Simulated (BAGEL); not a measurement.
# C2H7BO (SMILES CBOC), step by step

We compute a single-point energy (HF/def2-SVP), then a single-point energy (NEVPT2(2,2)/def2-SVP), then a single-point energy (CASPT2(2,2)/def2-SVP) of C2H7BO. 

The calculation is run with BAGEL 1.2.2.

1 further run of the same task is left out (set aside as unsound or not needed).

## 1. The structure to begin with

C2H7BO: 11 atoms, total charge 0, spin state singlet. SMILES: `CBOC`. One bond was lengthened or shortened from a relaxed shape.

Bond lengths: C1–B2 1.560 Å, B2–O3 1.348 Å, O3–C4 1.411 Å, C1–H5 1.091 Å, C1–H6 1.096 Å, C1–H7 1.096 Å, B2–H8 1.208 Å, C4–H9 1.256 Å, C4–H10 1.094 Å, C4–H11 1.092 Å. Some angles: C1–B2–O3 119.6°, B2–O3–C4 122.3°, C1–B2–H8 122.0°, O3–B2–H8 118.4°, B2–C1–H5 113.4°, B2–C1–H6 110.3°, B2–C1–H7 110.1°, O3–C4–H9 109.0°, O3–C4–H10 111.4°, O3–C4–H11 109.1°.

## 2. A single-point energy at HF/def2-SVP (density fitting with svp-jkfit) (run 1)

The input, input.json:

```json
{ "bagel" : [

{
  "title" : "molecule",
  "basis" : "svp",
  "df_basis" : "svp-jkfit",
  "angstrom" : false,
  "geometry" : [
    { "atom" : "C", "xyz" : [ -2.46609259,  2.77447889, -0.49247019 ] },
    { "atom" : "B", "xyz" : [ -0.81919628,  0.62963974,  0.68256152 ] },
    { "atom" : "O", "xyz" : [  1.18637006, -0.26571250, -0.60679862 ] },
    { "atom" : "C", "xyz" : [  2.75068535, -2.19814644,  0.35526095 ] },
    { "atom" : "H", "xyz" : [ -1.82320777,  3.37030954, -2.35933063 ] },
    { "atom" : "H", "xyz" : [ -4.44123434,  2.16901064, -0.63023122 ] },
    { "atom" : "H", "xyz" : [ -2.48404499,  4.42402082,  0.75966234 ] },
    { "atom" : "H", "xyz" : [ -1.28028945, -0.26779120,  2.73045772 ] },
    { "atom" : "H", "xyz" : [  2.73329987, -4.03078582, -1.15292191 ] },
    { "atom" : "H", "xyz" : [  2.10704463, -2.83385030,  2.21380660 ] },
    { "atom" : "H", "xyz" : [  4.68274134, -1.48855428,  0.50606110 ] }
  ]
},
{
  "title" : "hf"
},
{
  "title" : "print",
  "file" : "orbitals.molden",
  "orbitals" : true
}

]}
```

The run is started by

```bash
$ BAGEL_NUM_THREADS=1 BAGEL input.json > input.out
```

Output:

```text
* using 1 threads per process

  ===============================================================
  ===============================================================

  *** Geometry ***

  { "atom" : "C", "xyz" : [     -2.466093,      2.774479,     -0.492470 ] },
  { "atom" : "B", "xyz" : [     -0.819196,      0.629640,      0.682562 ] },
  { "atom" : "O", "xyz" : [      1.186370,     -0.265713,     -0.606799 ] },
  { "atom" : "C", "xyz" : [      2.750685,     -2.198146,      0.355261 ] },
  { "atom" : "H", "xyz" : [     -1.823208,      3.370310,     -2.359331 ] },
  { "atom" : "H", "xyz" : [     -4.441234,      2.169011,     -0.630231 ] },
  { "atom" : "H", "xyz" : [     -2.484045,      4.424021,      0.759662 ] },
  { "atom" : "H", "xyz" : [     -1.280289,     -0.267791,      2.730458 ] },
  { "atom" : "H", "xyz" : [      2.733300,     -4.030786,     -1.152922 ] },
  { "atom" : "H", "xyz" : [      2.107045,     -2.833850,      2.213807 ] },
  { "atom" : "H", "xyz" : [      4.682741,     -1.488554,      0.506061 ] },

  Number of auxiliary basis functions:      428

  Since a DF basis is specified, we compute 2- and 3-index integrals:
    o Being stored without compression. Storage requirement is 0.028 GB

  Number of basis functions:       91
  Number of electrons      :       32

    * METHOD: MOLECULE                             0.20

  *** RHF ***

  === Nuclear Repulsion ===
   113.9340765357

      * DIIS with orbital gradients will be used.

  === RHF iteration (svp) ===
      0       -179.06549292          0.01678307           0.04
      1       -179.20722474          0.00958766           0.04
      2       -179.25192329          0.00185060           0.04
      3       -179.25414304          0.00064155           0.04
      4       -179.25437147          0.00008034           0.04
      5       -179.25437745          0.00001729           0.04
      6       -179.25437777          0.00000618           0.04
      7       -179.25437780          0.00000130           0.04
      8       -179.25437781          0.00000046           0.05
      9       -179.25437781          0.00000015           0.04
     10       -179.25437781          0.00000004           0.04
     11       -179.25437781          0.00000002           0.04
     12       -179.25437781          0.00000000           0.04
    * SCF iteration converged.

    * Permanent dipole moment:
           (   -0.206040,     0.295351,    -0.307750) a.u.

    * METHOD: HF                                   0.72

    * METHOD: PRINT                                0.02

  ===============================================================
```

Wall time 1.1 s (1 thread of Arm Neoverse V1, shared host); peak memory 0.15 GiB.

## 3. The energy at NEVPT2(2,2)/def2-SVP (density fitting with svp-jkfit) (run 2)

The input, calc.json:

```json
{ "bagel": [

{
  "title": "molecule",
  "basis": "svp",
  "df_basis": "svp-jkfit",
  "geometry": [
    { "atom": "C", "xyz": [ -2.46609259,  2.77447889, -0.49247019 ] },
    { "atom": "B", "xyz": [ -0.81919628,  0.62963974,  0.68256152 ] },
    { "atom": "O", "xyz": [  1.18637006, -0.26571250, -0.60679862 ] },
    { "atom": "C", "xyz": [  2.75068535, -2.19814644,  0.35526095 ] },
    { "atom": "H", "xyz": [ -1.82320777,  3.37030954, -2.35933063 ] },
    { "atom": "H", "xyz": [ -4.44123434,  2.16901064, -0.63023122 ] },
    { "atom": "H", "xyz": [ -2.48404499,  4.42402082,  0.75966234 ] },
    { "atom": "H", "xyz": [ -1.28028945, -0.26779120,  2.73045772 ] },
    { "atom": "H", "xyz": [  2.73329987, -4.03078582, -1.15292191 ] },
    { "atom": "H", "xyz": [  2.10704463, -2.83385030,  2.21380660 ] },
    { "atom": "H", "xyz": [  4.68274134, -1.48855428,  0.50606110 ] }
  ]
},
{
  "title": "hf"
},
{
  "title": "casscf",
  "nstate": 1,
  "nact": 2,
  "nclosed": 15,
  "active": [10, 18],
  "maxiter": 200,
  "natocc": "true"
},
{
  "title": "nevpt2",
  "nstate": 1,
  "nact": 2,
  "nclosed": 15,
  "active": [10, 18],
  "maxiter": 200,
  "natocc": "true",
  "ncore": 4
},
{
  "title": "print",
  "file": "orbitals.molden",
  "orbitals": "true"
}

]}
```

The run is started by

```bash
$ BAGEL_NUM_THREADS=1 BAGEL calc.json > calc.out
```

Output:

```text
* using 1 threads per process

  ===============================================================
  ===============================================================

  *** Geometry ***

  { "atom" : "C", "xyz" : [     -2.466093,      2.774479,     -0.492470 ] },
  { "atom" : "B", "xyz" : [     -0.819196,      0.629640,      0.682562 ] },
  { "atom" : "O", "xyz" : [      1.186370,     -0.265713,     -0.606799 ] },
[... 7 lines of this table left out ...]
  { "atom" : "H", "xyz" : [      4.682741,     -1.488554,      0.506061 ] },

  Number of auxiliary basis functions:      428

  Since a DF basis is specified, we compute 2- and 3-index integrals:
    o Being stored without compression. Storage requirement is 0.028 GB

  Number of basis functions:       91
  Number of electrons      :       32

    * METHOD: MOLECULE                             0.20

  *** RHF ***

  === Nuclear Repulsion ===
   113.9340765357

      * DIIS with orbital gradients will be used.

  === RHF iteration (svp) ===
      0       -179.06549292          0.01678307           0.04
      1       -179.20722474          0.00958766           0.04
      2       -179.25192329          0.00185060           0.04
[... 9 lines of this table left out ...]
     12       -179.25437781          0.00000000           0.04
    * SCF iteration converged.

    * Permanent dipole moment:
           (   -0.206040,     0.295351,    -0.307750) a.u.

    * METHOD: HF                                   0.71

  ---------------------------
      CASSCF calculation
  ---------------------------

    ==== Active orbitals : =====
         Orbital 10
         Orbital 18
    ============================

    * nstate   :      1
    * nclosed  :     15
    * nact     :      2
    * nvirt    :     74
  === CASSCF iteration (svp) ===

    * Using the second-order algorithm

      0  0      -179.25447670     3.14e-05      0.02

      1  0      -179.25644551     3.62e-04      0.18
[... 13 lines of this table left out ...]
      8  0      -179.27522805     8.61e-09      0.24

    * Second-order optimization converged. *

     guess   0:   closed 1.                   open ..

  === FCI iteration ===

      0  0      -179.25401586     8.55e-02      0.00
      1  0      -179.27522795     1.47e-04      0.00
      2  0 *    -179.27522805     1.24e-16      0.00

     * ci vector, state   0, <S^2> = 0.0000
       2.     0.9923938939
       .2    -0.1231030440

    * METHOD: CASSCF                               2.12

    * freezing 4 orbitals

  === DF-NEVPT2 calculation ===

    * 3-index integral transformation done
    * assembly done

      NEVPT2 correlation energy:   -0.5396020219      0.24

          (+0)     -0.4897107424
          (+0)'    -0.0139500590
          (+1)     -0.0052844206
          (+1)'    -0.0000000000
          (+2)     -0.0001717724
          (-1)     -0.0219106096
          (-1)'     0.0000000000
          (-2)     -0.0085744179

      NEVPT2 total energy:       -179.8148300759

    * METHOD: NEVPT2                               0.34

    * METHOD: PRINT                                0.02

  ===============================================================
```

It took 3.6 s on 1 thread of Arm Neoverse V1, shared host; peak memory 0.15 GiB.

## 4. A single-point energy at CASPT2(2,2)/def2-SVP (density fitting with svp-jkfit) (run 3)

The input, input.json:

```json
{ "bagel": [

{
  "title": "molecule",
  "basis": "svp",
  "df_basis": "svp-jkfit",
  "angstrom": false,
  "geometry": [
    { "atom": "C", "xyz": [    -2.46609259,     2.77447889,    -0.49247019 ] },
    { "atom": "B", "xyz": [    -0.81919628,     0.62963974,     0.68256152 ] },
    { "atom": "O", "xyz": [     1.18637006,    -0.26571250,    -0.60679862 ] },
    { "atom": "C", "xyz": [     2.75068535,    -2.19814644,     0.35526095 ] },
    { "atom": "H", "xyz": [    -1.82320777,     3.37030954,    -2.35933063 ] },
    { "atom": "H", "xyz": [    -4.44123434,     2.16901064,    -0.63023122 ] },
    { "atom": "H", "xyz": [    -2.48404499,     4.42402082,     0.75966234 ] },
    { "atom": "H", "xyz": [    -1.28028945,    -0.26779120,     2.73045772 ] },
    { "atom": "H", "xyz": [     2.73329987,    -4.03078582,    -1.15292191 ] },
    { "atom": "H", "xyz": [     2.10704463,    -2.83385030,     2.21380660 ] },
    { "atom": "H", "xyz": [     4.68274134,    -1.48855428,     0.50606110 ] }
  ]
},

{
  "title": "hf"
},

{
  "title": "casscf",
  "nstate": 1,
  "nact": 2,
  "nclosed": 15,
  "active": [10, 18],
  "maxiter": 200,
  "natocc": true
},

{
  "title": "print",
  "file": "orbitals.molden",
  "orbitals": true
},

{
  "title": "smith",
  "method": "caspt2",
  "ms": true,
  "xms": true,
  "sssr": true,
  "shift": 0.2,
  "shift_imag": true,
  "ncore": 4
}

]}
```

The run is started by

```bash
$ BAGEL_NUM_THREADS=1 BAGEL input.json > input.out
```

Output:

```text
* using 1 threads per process

  ===============================================================
  ===============================================================

  *** Geometry ***

  { "atom" : "C", "xyz" : [     -2.466093,      2.774479,     -0.492470 ] },
  { "atom" : "B", "xyz" : [     -0.819196,      0.629640,      0.682562 ] },
  { "atom" : "O", "xyz" : [      1.186370,     -0.265713,     -0.606799 ] },
[... 7 lines of this table left out ...]
  { "atom" : "H", "xyz" : [      4.682741,     -1.488554,      0.506061 ] },

  Number of auxiliary basis functions:      428

  Since a DF basis is specified, we compute 2- and 3-index integrals:
    o Being stored without compression. Storage requirement is 0.028 GB

  Number of basis functions:       91
  Number of electrons      :       32

    * METHOD: MOLECULE                             0.20

  *** RHF ***

  === Nuclear Repulsion ===
   113.9340765357

      * DIIS with orbital gradients will be used.

[... 6 lines left out ...]
    * SCF iteration converged.
[... 1 line left out ...]
    * Permanent dipole moment:
[... 27 lines left out ...]
    * Second-order optimization converged. *
[... 9 lines left out ...]
     * ci vector, state   0, <S^2> = 0.0000
[... 16 lines left out ...]
    * Zeroth order energy : state  0       -1.0920162390
[... 3 lines left out ...]
      -------------------------------------------  CASPT2 iteration  ---------------------------------------------------
       #      aibj      arbs      arbi      airj      risj      airs      arst      rist         Etot      error   time
      ------------------------------------------------------------------------------------------------------------------

       0  -0.48857  -0.01025  -0.02268  -0.00565  -0.00025  -0.01222  -0.00000  -0.00000   -0.5396346  0.0013125   0.13
       1  -0.48877  -0.01032  -0.02277  -0.00577  -0.00027  -0.01252  -0.00000  -0.00000   -0.5404137  0.0002150   0.11
       2  -0.48878  -0.01032  -0.02276  -0.00577  -0.00027  -0.01253  -0.00000  -0.00000   -0.5404387  0.0000441   0.11
       3  -0.48878  -0.01032  -0.02276  -0.00577  -0.00027  -0.01253  -0.00000  -0.00000   -0.5404396  0.0000097   0.12
       4  -0.48878  -0.01032  -0.02276  -0.00577  -0.00027  -0.01253  -0.00000  -0.00000   -0.5404396  0.0000021   0.12
       5  -0.48878  -0.01032  -0.02276  -0.00577  -0.00027  -0.01253  -0.00000  -0.00000   -0.5404396  0.0000004   0.12

      ------------------------------------------------------------------------------------------------------------------

    * CASPT2 energy : state  0     -179.8180448873
        w/o shift correction       -179.8156676712
        reference weight              0.8569825402

    * METHOD: SMITH                                0.96

  ===============================================================
```

It took 4.2 s on 1 thread of Arm Neoverse V1, shared host; peak memory 0.23 GiB.

## 5. What came out

| quantity | value |
| --- | --- |
| run 1, HF/def2-SVP: total energy | -179.25438 Eh |
| run 1, HF/def2-SVP: dipole moment | 1.20 D |
| run 1, HF/def2-SVP: HOMO energy | -12.05 eV |
| run 1, HF/def2-SVP: LUMO energy | 4.13 eV |
| run 1, HF/def2-SVP: HOMO–LUMO gap | 16.17 eV |
| run 2, NEVPT2(2,2)/def2-SVP: total energy | -179.81483 Eh |
| run 3, CASPT2(2,2)/def2-SVP: total energy | -179.81804 Eh |
